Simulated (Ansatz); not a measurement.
# C2H10ClNSi2: the cost of one run

All numbers below are computed with Ansatz 0.2.0 (RKS r2SCAN-D4/STO-3G).

### Step 1. The system as given

Bond lengths (14 of 15 bonds, heavy atoms first): C1–Si2 1.888 Å, Si2–C3 1.844 Å, C3–Cl4 1.873 Å, Si2–Si5 2.313 Å, Si5–N6 1.716 Å, C1–H7 1.100 Å, C1–H8 1.081 Å, C1–H9 1.030 Å, Si2–H10 1.513 Å, C3–H11 1.084 Å, C3–H12 1.042 Å, Si5–H13 1.493 Å, Si5–H14 1.483 Å, N6–H15 1.003 Å. Angles (14 of 27 angles, heavy atoms first): C1–Si2–C3 112.4°, C1–Si2–Si5 110.5°, C3–Si2–Si5 104.8°, Si2–C3–Cl4 108.6°, Si2–Si5–N6 113.2°, C1–Si2–H10 108.3°, C3–Si2–H10 112.3°, Si5–Si2–H10 108.6°, Si2–C1–H7 108.0°, Si2–C1–H8 107.2°, Si2–C1–H9 111.8°, Si2–C3–H11 111.2°, Si2–C3–H12 113.7°, Cl4–C3–H11 104.6°.

Structure file:

```xyz
16

C     0.5106   -1.8298    0.7449
Si    0.7590   -0.0777    0.0874
C     1.4740   -0.0613   -1.6127
Cl    3.1880   -0.8133   -1.5470
Si   -1.2744    1.0056   -0.1154
N    -2.1318    1.1162    1.3665
H    -0.0070   -1.7586    1.7124
H    -0.1292   -2.3470    0.0441
H     1.4076   -2.3119    0.8991
H     1.6154    0.6829    1.0767
H     1.6327    0.9526   -1.9614
H     0.9246   -0.6150   -2.3037
H    -2.2022    0.3469   -1.0820
H    -1.1088    2.4241   -0.5157
H    -1.6487    1.6968    2.0258
H    -3.0326    1.5667    1.2252
```

### Step 2. End point A

input.yaml reads:

```yaml
crystal:
  periodic: [false, false, false]
  atoms:
    - { symbol: C, position_ang: [0.5106, -1.8298, 0.7449] }
    - { symbol: Si, position_ang: [0.759, -0.0777, 0.0874] }
    - { symbol: C, position_ang: [1.474, -0.0613, -1.6127] }
    - { symbol: Cl, position_ang: [3.188, -0.8133, -1.547] }
    - { symbol: Si, position_ang: [-1.2744, 1.0056, -0.1154] }
    - { symbol: "N", position_ang: [-2.1318, 1.1162, 1.3665] }
    - { symbol: H, position_ang: [-0.007, -1.7586, 1.7124] }
    - { symbol: H, position_ang: [-0.1292, -2.347, 0.0441] }
    - { symbol: H, position_ang: [1.4076, -2.3119, 0.8991] }
    - { symbol: H, position_ang: [1.6154, 0.6829, 1.0767] }
    - { symbol: H, position_ang: [1.6327, 0.9526, -1.9614] }
    - { symbol: H, position_ang: [0.9246, -0.615, -2.3037] }
    - { symbol: H, position_ang: [-2.2022, 0.3469, -1.082] }
    - { symbol: H, position_ang: [-1.1088, 2.4241, -0.5157] }
    - { symbol: H, position_ang: [-1.6487, 1.6968, 2.0258] }
    - { symbol: H, position_ang: [-3.0326, 1.5667, 1.2252] }
basis:
  gaussian: { orbitals: STO-3G }
hamiltonian:
  xc: r2scan
  dispersion: d4
relax:
  f_tol: 0.015
  max_steps: 40
output:
  orbitals: {}
```

Launch:

```sh
> ansatz run input.yaml --threads 1 --pin off --max-ram 2048MiB --backend cpu --events-out ev --progress --plain --runs-dir out
```

What time and memory should one allow on 1 thread of Intel Xeon at 2.70GHz, shared host?

About 1.8 min, with a peak of 0.2 GiB.
